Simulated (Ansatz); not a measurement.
Runs of Ansatz 0.2.0 on HPbNO4. It takes space group P2_1/m (No. 11, monoclinic). The conventional cell has a = 6.859 Å, b = 4.229 Å, c = 8.026 Å, α = 90.00°, β = 114.99°, γ = 90.00°. H (site symmetry m) has 1 O at 0.99 Å as nearest neighbours. Pb (site symmetry m) has 5 O at 2.47 to 2.74 Å as nearest neighbours. Around N (site symmetry m) lie 3 O at 1.24 to 1.28 Å. Around O (site symmetry m) lie 1 H at 0.99 Å. O (site symmetry m) has 1 N at 1.24 Å as nearest neighbours. Around O (site symmetry m) lie 1 N at 1.27 Å. Around O (site symmetry m) lie 1 N at 1.28 Å. The cell was built by a generator and needn't be a form met in nature.

```tsv
task	level	cell	k mesh	smearing	points for each segment of the path	gap on the mesh (eV)	pressure (GPa)	relaxed volume (Å³/atom)	largest force (eV/Å)
relaxation of cell and atoms	RPBE	relaxed	3 × 5 × 3	fermi-dirac 0.05 eV	-	3.26	0.0	16.73	0.01
relaxation of cell and atoms	BLYP	relaxed	3 × 5 × 3	fermi-dirac 0.05 eV	-	(a)	0.0	15.75	0.01
relaxation of cell and atoms	PBE+D3(BJ)+ATM	relaxed	3 × 5 × 3	fermi-dirac 0.05 eV	-	3.08	0.0	14.71	0.01
band structure	RPBE	as given	5 × 6 × 4	fermi-dirac 0.05 eV	10	3.16	2.5	-	(c)
phonons	PBE	as given	3 × 4 × 3	fixed	-	(b)	-	-	-
```

Alike in all rows: potentials or basis Ansatz PAW; no spin polarisation; cutoff (eV) 420.

Fill in the values left out.

(a) 3.18; (b) 3.12; (c) 0.28.

Caveats: spin-orbit coupling is left out, which as a rule narrows the gap of such compounds by several tenths of an eV; odd divisions of the mesh miss points on the zone boundary, where band edges often lie, so the gap on the mesh can be too wide (some runs); the potentials were made for another functional, which shifts forces and pressure (some runs); the plane-wave basis is chosen anew once the cell has moved, so the energies of steps on either side of that aren't comparable (some runs); the PAW data sets come from PBE, with cores solved anew for the run's functional, which leaves a small shift of forces and pressure (some runs); some modes are imaginary (some runs).

A k mesh can miss the band edges, and the runs leave out spin-orbit coupling on Pb.

Not every run made on this cell is shown here.
